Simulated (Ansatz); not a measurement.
# BrH₃InNO: basis-set convergence

An exercise on one series of results from a longer session: the logs are not shown, and one member is left open.

Method: one geometry, several basis sets; program: Ansatz 0.2.0, Gaussian basis.

Plan: PBE0-D4/def2-SVP; ωB97M-V/def2-SVP; PBE0-D4/def2-QZVPP; ωB97M-V/def2-QZVPP; the functionals' def2-TZVPP values are taken from earlier runs.

1 further run of the same task is left out (for a known fault of the program).

## The geometry

The geometry comes from an earlier relaxation with PBE0-D4 in a triple-zeta def2 set; it is a stationary point, not always the lowest conformer. In takes the def2 core potential; no spin-orbit term is included.

SMILES `[NH2][In]([OH])[Br]`, 7 atoms, charge 0, spin multiplicity 1.

Atoms are counted from 1 here; the program's logs count them from 0.

Bond lengths: N1–In2 2.003 Å, N1–H5 1.010 Å, N1–H6 1.011 Å, In2–O3 1.971 Å, In2–Br4 2.465 Å, O3–H7 0.961 Å. Angles: In2–N1–H5 115.1°, In2–N1–H6 115.4°, H5–N1–H6 109.3°, N1–In2–O3 121.7°, N1–In2–Br4 121.6°, O3–In2–Br4 116.4°, In2–O3–H7 111.9°.

The first run:

Contents of in.yaml:

```yaml
crystal:
  periodic: [false, false, false]
  atoms:
    - {symbol: N, position_ang: [0.168617, -0.540338, -1.544036]}
    - {symbol: In, position_ang: [-0.030661, -0.073379, 0.393288]}
    - {symbol: O, position_ang: [-0.861581, 1.618211, 0.971372]}
    - {symbol: Br, position_ang: [0.532123, -1.682802, 2.173366]}
    - {symbol: H, position_ang: [0.879919, -1.228093, -1.748415]}
    - {symbol: H, position_ang: [0.272681, 0.245210, -2.171479]}
    - {symbol: H, position_ang: [-0.961097, 1.661181, 1.925894]}
basis:
  gaussian: {orbitals: def2-SVP}
hamiltonian: {xc: pbe0, dispersion: d4}
output: {orbitals: {seedname: orbitals}}
```

Launch:

```sh
$ ansatz run in.yaml --threads 2 --pin off --events-out ev --progress --plain --max-ram 32768MiB --backend cpu
```

Among the steps run: PBE0-D4 in def2-SVP; ωB97M-V in def2-SVP; PBE0-D4 in def2-QZVPP; ωB97M-V in def2-QZVPP.

One of the session's tables, all rows but one given; the rest of the session is left out.

It belongs to the step «Density functionals: the series». 

```
functional       basis  HOMO (eV)  LUMO (eV)
   PBE0-D4    def2-SVP      -7.57      -1.56
   PBE0-D4  def2-TZVPP      -7.83      -1.79
   PBE0-D4  def2-QZVPP      -7.88      -1.88
   ωB97M-V    def2-SVP      -9.89       0.38
   ωB97M-V  def2-TZVPP          ?          ?
   ωB97M-V  def2-QZVPP     -10.21      -0.18
```

Estimate the missing values for ωB97M-V, def2-TZVPP.

**Answer.** HOMO (eV): -10.17; LUMO (eV): 0.05. In the column «HOMO (eV)» it lies between ωB97M-V, def2-QZVPP (-10.21) and ωB97M-V, def2-SVP (-9.89).
